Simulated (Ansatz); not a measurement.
# C2H4BS: the cost of one run

Program: Ansatz 0.2.0. Level of theory: RKS PBE0-D4/def2-SVP. These are calculated values, not measurements.

### 1 Starting point

Bond lengths: C1–B2 1.311 Å, B2–S3 1.847 Å, S3–C4 1.841 Å, C1–H5 1.070 Å, C4–H6 1.090 Å, C4–H7 1.091 Å, C4–H8 1.090 Å. Angles: C1–B2–S3 177.6°, B2–C1–H5 179.3°, B2–S3–C4 100.1°, S3–C4–H6 109.8°, S3–C4–H7 108.6°, S3–C4–H8 109.7°, H6–C4–H7 109.7°, H6–C4–H8 109.3°, H7–C4–H8 109.8°.

As a file:

```xyz
8

C    -2.3178   -0.4973   -0.4287
B    -1.0503   -0.8208   -0.3397
S     0.7483   -1.2092   -0.1793
C     1.3953    0.4480    0.2950
H    -3.3523   -0.2374   -0.5128
H     1.2303    1.1560   -0.5172
H     2.4644    0.3600    0.4935
H     0.8821    0.8007    1.1893
```

### 2 Relaxing end A

input.yaml reads:

```yaml
crystal:
  periodic: [false, false, false]
  atoms:
    - { symbol: C, position_ang: [-2.31776, -0.49726, -0.42873] }
    - { symbol: B, position_ang: [-1.05027, -0.82085, -0.33972] }
    - { symbol: S, position_ang: [0.7483, -1.20917, -0.17933] }
    - { symbol: C, position_ang: [1.39531, 0.44796, 0.29499] }
    - { symbol: H, position_ang: [-3.35235, -0.23738, -0.51283] }
    - { symbol: H, position_ang: [1.23026, 1.15604, -0.5172] }
    - { symbol: H, position_ang: [2.46438, 0.35996, 0.49351] }
    - { symbol: H, position_ang: [0.88212, 0.8007, 1.18931] }
total_charge: -1
basis:
  gaussian: { orbitals: def2-SVP }
hamiltonian:
  xc: pbe0
  dispersion: d4
relax:
  f_tol: 0.02
  max_steps: 50
```

Run with:

```
ansatz run input.yaml --threads 1 --pin off --max-ram 2048MiB --backend cpu --events-out ev --progress --plain --runs-dir out
```

Q: Estimate wall time and peak memory on 1 thread of AMD EPYC 7R43 (Zen 3), shared host.

About 25 s, with a peak of 0.16 GiB.
